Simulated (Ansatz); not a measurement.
What does this script print? It uses the Python package of Ansatz (0.2.0).

`run_restart.py`
```python
"""A run of Li3Pt that can be started again."""

import warnings

import ansatz as az


def main() -> None:
    warnings.simplefilter("ignore", az.DeckWarning)

    lattice = az.Lattice.of(
        [-1.964275, 1.964275, 3.640298],
        [1.964275, -1.964275, 3.640298],
        [1.964275, 1.964275, -3.640298],
    )
    sites = [
        ("Li", [0.75, 0.25, 0.5]),
        ("Li", [0.25, 0.75, 0.5]),
        ("Li", [0.5, 0.5, 0.0]),
        ("Pt", [0.0, 0.0, 0.0]),
    ]
    li3pt = az.Crystal(lattice=lattice)
    for symbol, position in sites:
        li3pt = li3pt.atom(symbol, position)

    base = (
        li3pt.calculation()
        .occupations("fermi_dirac", width=0.1)
        .functional("r2scan")
        .kpoints(9)
        .forces()
        .checkpoint(write="ground.run")
    )
    with az.exiting_at_sigterm():
        res = base.run(threads=1, backend="cpu", resume=True)
    print("returned:", type(res).__name__)
    print(f"F = {res.report['free_energy_ev']:.5f} eV, {res.report['n_iterations']} iterations")


if __name__ == "__main__":
    main()
```

Running `python run_restart.py` prints:
```text
returned: RunOutcome
F = -13153.82989 eV, 8 iterations
```

Running `python run_restart.py` prints:
```text
returned: CompletedStep
F = -13153.82989 eV, 8 iterations
```

Reading the output:
- Total energies depend on the potentials; only differences at equal settings carry meaning. A total without «per atom» is that of the cell as typed.
- No spin polarisation was allowed.
- The mesh is modest for a metal, so energies can be off by several to tens of meV an atom and pressures by half a GPa or more; differences at equal mesh fare better.
- Spin-orbit coupling, which matters for elements this heavy, is left out.
- This cell is a computed structure, which may not be the phase found in nature.
- Hardware and time: 3.6 s on 1 thread of AMD EPYC 9R45 96-Core Processor (Zen 5), on a shared host, peak memory 0.67 GiB.

(Lines on the test bed's own set-up are left out of the output.)
